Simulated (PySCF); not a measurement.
# BH7NPSi: electronic excitations and core binding energies

Aim: predict the electronic excitations and core binding energies of BH7NPSi (`BP[SiH2]N`).

Computed with PySCF 2.14.0, with density-fitted response routines of our own, on a single molecule in the gas phase. Atoms are numbered from 0 throughout.

## 1. The starting structure

11 atoms, charge 0, multiplicity 1; geometry from: GFN2-xTB.

Bonds of the start (Å): B0–P1 1.82, P1–Si2 2.23, Si2–N3 1.72, B0–H4 1.17, B0–H5 1.17, P1–H6 1.38, Si2–H7 1.47, Si2–H8 1.47, N3–H9 1.01, N3–H10 1.01.

## 2. Ultraviolet spectrum: B3LYP/def2-SVPD

The job: settings as JSON, then the geometry in Å.

```
{"job": {"kind": "uv", "xc": "B3LYP", "basis": "def2-SVPD", "nstates": 8, "ntriplets": 3}, "charge": 0, "multiplicity": 1}
B      2.372817    -0.204529    -0.408342
P      0.915852     0.854339    -0.129659
Si    -0.859086    -0.496453    -0.128048
N     -2.170194     0.583134     0.119331
H      3.321579    -0.113291     0.268464
H      2.389086    -0.881249    -1.364197
H      1.001569     1.187244     1.203747
H     -0.891875    -1.447137     0.988681
H     -0.830571    -1.235619    -1.399821
H     -3.116657     0.241139     0.125445
H     -2.127096     1.515094    -0.261644
```

Method: TDDFT B3LYP/def2-SVPD, vertical, gas phase, core orbitals frozen in the response.

Log:

```text
coarse grid: 9736 points
cycle   1  E = -714.3289502199  dE =  1.279e-01  |g| = 4.496e-01  |ddm| = 3.856e+00
cycle   2  E = -714.2781037757  dE =  5.085e-02  |g| = 6.529e-01  |ddm| = 1.422e+00
cycle   3  E = -714.3778564333  dE = -9.975e-02  |g| = 5.600e-02  |ddm| = 7.467e-01
cycle   4  E = -714.3785877293  dE = -7.313e-04  |g| = 2.555e-02  |ddm| = 1.235e-01
cycle   5  E = -714.3788259978  dE = -2.383e-04  |g| = 6.271e-03  |ddm| = 4.656e-02
cycle   6  E = -714.3788388365  dE = -1.284e-05  |g| = 1.813e-03  |ddm| = 1.404e-02
cycle   7  E = -714.3788400547  dE = -1.218e-06  |g| = 3.415e-04  |ddm| = 4.113e-03
final grid: 83656 points
cycle   8  E = -714.4623043787  dE = -1.551e-05  |g| = 3.810e-03  |ddm| = 4.349e-02
cycle   9  E = -714.4623002615  dE =  4.117e-06  |g| = 5.824e-03  |ddm| = 1.049e-02
cycle  10  E = -714.4623079016  dE = -7.640e-06  |g| = 3.819e-04  |ddm| = 6.456e-03
cycle  11  E = -714.4623079490  dE = -4.741e-08  |g| = 9.419e-05  |ddm| = 9.257e-04
cycle  12  E = -714.4623079522  dE = -3.134e-09  |g| = 2.410e-05  |ddm| = 2.154e-04
cycle  13  E = -714.4623079524  dE = -1.980e-10  |g| = 1.086e-05  |ddm| = 5.726e-05
converged SCF energy = -714.4623079524

Static polarisability (au): isotropic 79.371, principal 64.302 74.690 99.120

Singlet excitations
state   eV       nm        f      main configurations
  1   4.7937    258.6   0.01253   H-1->L 0.75, H->L 0.21
  2   4.8609    255.1   0.09097   H->L 0.69, H-1->L 0.24
  3   5.7220    216.7   0.04444   H-2->L 0.88
  4   6.0216    205.9   0.00785   H-3->L 0.93
  5   6.0672    204.4   0.00909   H-1->L+1 0.95
  6   6.2286    199.1   0.11874   H->L+1 0.85
  7   6.5294    189.9   0.02127   H->L+2 0.89
  8   6.7574    183.5   0.00238   H-1->L+2 0.96

Triplet excitations (Tamm-Dancoff, eV): 3.5615 4.7207 5.1467
```

Wall time 10 s (1 thread, shared host).

Frontier orbitals and where they lie:

```csv
orbital,eV,atoms
HOMO−3,-9.24,"B0 35 %, P1 24 %, H5 22 %"
HOMO−2,-8.64,"P1 32 %, B0 19 %, Si2 19 %"
HOMO−1,-7.39,"N3 60 %, Si2 14 %, H8 8 %"
HOMO,-7.21,"P1 58 %, B0 18 %, Si2 9 %"
LUMO,-1.82,"B0 48 %, P1 23 %, H5 9 %"
LUMO+1,-0.24,"Si2 30 %, P1 15 %, N3 11 %"
LUMO+2,0.26,"P1 23 %, Si2 23 %, B0 21 %"
```

With each of the 8 states as a Gaussian band of 0.4 eV half-width at 1/e, the curve within the window shown has maxima at 256 nm (ε 4,200), 200 nm (ε 6,300) L/(mol cm). Beyond the last state computed it falls off for lack of states. The curve at chosen wavelengths:

nm, ε (L/mol/cm) and a bar:
```
      176        273 
      181        924 ###
      186       2273 ##########
      190       3772 ##################
      195       5514 ##########################
      200       6253 ##############################
      205       5796 ############################
      209       4945 #######################
      214       3793 ##################
      219       2809 #############
      224       2088 #########
      228       1764 #######
      233       1766 #######
      238       2219 ##########
      243       2957 #############
      247       3556 ################
      252       4076 ###################
      257       4178 ####################
      262       3853 ##################
      266       3370 ################
      271       2636 ############
      276       1906 ########
      281       1286 #####
      285        898 ###
      290        545 #
      295        315
```

Ground-state properties from the same run:

```csv
property,computed
dipole moment (D),1.81
polarisability (Å³),11.76
HOMO–LUMO gap (eV),5.39
−ε(HOMO) (eV),7.21
```

## 3. X-ray photoelectron lines: SCAN, X2C

The job, as its differences from that of step 2:

```diff
@@ -1,2 +1,2 @@
-{"job": {"kind": "uv", "xc": "B3LYP", "basis": "def2-SVPD", "nstates": 8, "ntriplets": 3}, "charge": 0, "multiplicity": 1}
+{"job": {"kind": "xps"}, "charge": 0, "multiplicity": 1}
 B      2.372817    -0.204529    -0.408342
```

Level: delta-SCF UKS SCAN, pcX-2 on the ionised atom, pcseg-1 elsewhere, spin-free X2C.

Log:

```text
ground state, core basis on atom 0 (B), 130 functions
  cycle   1  E = -715.86150532  |g| = 4.97e-01
  cycle   2  E = -715.78344705  |g| = 7.42e-01
  cycle   3  E = -715.92251249  |g| = 7.46e-02
  cycle   4  E = -715.92398849  |g| = 2.81e-02
  cycle   5  E = -715.92424500  |g| = 8.94e-03
  cycle   6  E = -715.92426680  |g| = 4.53e-03
  cycle   7  E = -715.92427402  |g| = 1.31e-03
  cycle   8  E = -715.92427383  |g| = 3.54e-04
  E(ground) = -715.98193428 Eh
hole in B 1s of atom 0
  cycle   1  E = -708.31687358  |g| = 1.16e+00
  cycle   2  E = -706.00165895  |g| = 2.02e+00
  cycle   3  E = -708.42947959  |g| = 7.52e-01
  cycle   4  E = -708.73035234  |g| = 1.88e-01
  cycle   5  E = -708.67915641  |g| = 2.97e-01
  cycle   6  E = -708.74935657  |g| = 8.61e-02
  cycle   7  E = -708.72572346  |g| = 1.91e-01
  cycle   8  E = -708.75541296  |g| = 3.24e-02
  cycle   9  E = -708.75639350  |g| = 1.66e-02
  cycle  10  E = -708.75692697  |g| = 1.19e-02
  cycle  11  E = -708.75709408  |g| = 6.27e-03
  cycle  12  E = -708.75711250  |g| = 5.99e-03
  cycle  13  E = -708.75714173  |g| = 2.18e-03
  cycle  14  E = -708.75714829  |g| = 4.93e-04
  E(ion) = -708.81570559 Eh   <S^2> = 1.1501   hole on atom = 1.000   binding energy = 195.003 eV
ground state, core basis on atom 1 (P), 141 functions
  cycle   1  E = -716.04468236  |g| = 3.38e-01
  cycle   2  E = -716.04453795  |g| = 3.48e-02
  cycle   3  E = -716.04401546  |g| = 5.40e-02
  cycle   4  E = -716.04495772  |g| = 5.96e-03
  cycle   5  E = -716.04496618  |g| = 3.15e-03
  cycle   6  E = -716.04497181  |g| = 3.98e-04
  E(ground) = -716.07213705 Eh
hole in P 1s of atom 1
  cycle   1  E = -635.90128431  |g| = 4.72e+00
  cycle   2  E = -634.27834011  |g| = 2.54e+00
  cycle   3  E = -628.46736182  |g| = 2.78e+00
  cycle   4  E = -636.97975059  |g| = 3.84e-01
  cycle   5  E = -637.01689650  |g| = 2.48e-01
  cycle   6  E = -637.05775259  |g| = 6.64e-02
  cycle   7  E = -637.06019813  |g| = 2.15e-02
  cycle   8  E = -637.06038985  |g| = 9.44e-03
  cycle   9  E = -637.06043392  |g| = 2.04e-03
  cycle  10  E = -637.06043659  |g| = 5.79e-04
  cycle  11  E = -637.06043669  |g| = 2.24e-04
  E(ion) = -637.08780991 Eh   <S^2> = 0.7519   hole on atom = 1.000   binding energy = 2149.273 eV
hole in P 2p of atom 1
  cycle   1  E = -710.63445812  |g| = 1.39e+00
  cycle   2  E = -709.24460026  |g| = 1.73e+00
  cycle   3  E = -710.69395203  |g| = 7.78e-01
  cycle   4  E = -711.02065574  |g| = 1.38e-01
  cycle   5  E = -711.02767025  |g| = 9.64e-02
  cycle   6  E = -711.03266008  |g| = 2.61e-02
  cycle   7  E = -711.03305106  |g| = 9.26e-03
  cycle   8  E = -711.03310220  |g| = 2.49e-03
  cycle   9  E = -711.03310723  |g| = 7.49e-04
  cycle  10  E = -711.03310727  |g| = 4.82e-04
  E(ion) = -711.07051280 Eh   <S^2> = 0.7540   hole on atom = 1.002   binding energy = 136.101 eV
  2p3/2 = 135.850 eV   2p1/2 = 136.739 eV
ground state, core basis on atom 2 (Si), 141 functions
  cycle   1  E = -716.03027923  |g| = 2.91e-01
  cycle   2  E = -716.02937289  |g| = 7.31e-02
  cycle   3  E = -716.02760663  |g| = 9.38e-02
  cycle   4  E = -716.03098245  |g| = 1.30e-02
  cycle   5  E = -716.03103118  |g| = 2.57e-03
  cycle   6  E = -716.03103494  |g| = 6.10e-04
  cycle   7  E = -716.03103556  |g| = 2.47e-04
  E(ground) = -716.04595274 Eh
hole in Si 1s of atom 2
  cycle   1  E = -647.08947437  |g| = 4.35e+00
  cycle   2  E = -646.85963433  |g| = 2.26e+00
  cycle   3  E = -647.47270677  |g| = 9.51e-01
  cycle   4  E = -648.07255220  |g| = 3.34e-01
  cycle   5  E = -648.14954140  |g| = 7.51e-02
  cycle   6  E = -648.15227619  |g| = 3.54e-02
  cycle   7  E = -648.15299847  |g| = 1.28e-02
  cycle   8  E = -648.15311270  |g| = 3.20e-03
  cycle   9  E = -648.15311890  |g| = 1.05e-03
  cycle  10  E = -648.15311875  |g| = 4.46e-04
  E(ion) = -648.17656239 Eh   <S^2> = 0.7523   hole on atom = 1.000   binding energy = 1846.820 eV
hole in Si 2p of atom 2
  cycle   1  E = -711.74849686  |g| = 1.24e+00
  cycle   2  E = -711.38629822  |g| = 1.26e+00
  cycle   3  E = -711.98191697  |g| = 3.57e-01
  cycle   4  E = -712.07286367  |g| = 1.00e-01
  cycle   5  E = -712.07917476  |g| = 3.38e-02
  cycle   6  E = -712.07971786  |g| = 1.35e-02
  cycle   7  E = -712.07979544  |g| = 4.64e-03
  cycle   8  E = -712.07980809  |g| = 9.31e-04
  cycle   9  E = -712.07980887  |g| = 2.67e-04
  E(ion) = -712.10655005 Eh   <S^2> = 0.7526   hole on atom = 1.003   binding energy = 107.197 eV
  2p3/2 = 106.961 eV   2p1/2 = 107.585 eV
ground state, core basis on atom 3 (N), 130 functions
  cycle   1  E = -715.94702729  |g| = 7.61e-02
  cycle   2  E = -715.94695678  |g| = 3.01e-02
  cycle   3  E = -715.94694215  |g| = 3.23e-02
  cycle   4  E = -715.94718405  |g| = 4.14e-03
  cycle   5  E = -715.94719054  |g| = 7.61e-04
  cycle   6  E = -715.94719231  |g| = 1.26e-04
  E(ground) = -716.00174541 Eh
hole in N 1s of atom 3
  cycle   1  E = -700.37376339  |g| = 1.86e+00
  cycle   2  E = -699.36325861  |g| = 2.17e+00
  cycle   3  E = -700.96244947  |g| = 4.51e-01
  cycle   4  E = -701.02838989  |g| = 2.37e-01
  cycle   5  E = -701.07114931  |g| = 6.45e-02
  cycle   6  E = -701.07367314  |g| = 1.51e-02
  cycle   7  E = -701.07382485  |g| = 7.00e-03
  cycle   8  E = -701.07385778  |g| = 2.57e-03
  cycle   9  E = -701.07386371  |g| = 8.32e-04
  cycle  10  E = -701.07386323  |g| = 2.58e-04
  E(ion) = -701.12816580 Eh   <S^2> = 0.7644   hole on atom = 1.000   binding energy = 404.731 eV
```

Run time: 28 s. Hardware: 1 thread, shared host.

The holes in one table. −ε is the ground-state orbital energy:

```csv
hole,stands for,environment,ΔSCF (eV; 2p as the shell's mean),−ε (eV),⟨S²⟩
B1s on B0,B0,"boron bonded to P, 2 H",195.00 (doubtful),180.1,1.150
P1s on P1,P1,"phosphorus bonded to B, Si, H",2149.27,2092.3,0.752
P2p on P1,P1,"phosphorus bonded to B, Si, H",136.15,125.4,0.754
Si1s on Si2,Si2,"silicon bonded to N, P, 2 H",1846.82,1793.8,0.752
Si2p on Si2,Si2,"silicon bonded to N, P, 2 H",107.17,96.6,0.753
N1s on N3,N3,"nitrogen bonded to Si, 2 H",404.73,385.6,0.764
```

Doubtful: the ion did not converge, its hole moved, or its ⟨S²⟩ is well above 0.75.

With the spin-orbit splitting: P1 2p3/2 135.85, 2p1/2 136.74 eV; Si2 2p3/2 106.96, 2p1/2 107.58 eV. The table gives each 2p level as the mean over the whole 2p shell (two parts 2p3/2, one part 2p1/2), which differs a little from the single hole in the log.

## 4. Outcome

| quantity | value |
| --- | --- |
| lowest singlet (B3LYP/def2-SVPD) | 4.79 eV (259 nm), f = 0.013 |
| brightest single state of those computed | state 6, 6.23 eV, f = 0.119 |
| lowest triplet | 3.56 eV |
| P1s binding energies, SCAN/pcX-2 | P1 2149.27 eV |
| P2p binding energies, SCAN/pcX-2 | P1 136.15 eV |
| Si1s binding energies, SCAN/pcX-2 | Si2 1846.82 eV |
| Si2p binding energies, SCAN/pcX-2 | Si2 107.17 eV |
| N1s binding energies, SCAN/pcX-2 | N3 404.73 eV |

In words: The first singlet state (HOMO−1→LUMO 0.75, HOMO→LUMO 0.21) lies at 4.79 eV and is weak; of the 8 states computed, the strongest absorption comes from state 6 at 6.23 eV. The lowest triplet lies 1.23 eV below the lowest singlet (triplets in Tamm-Dancoff, singlets in full TDDFT).
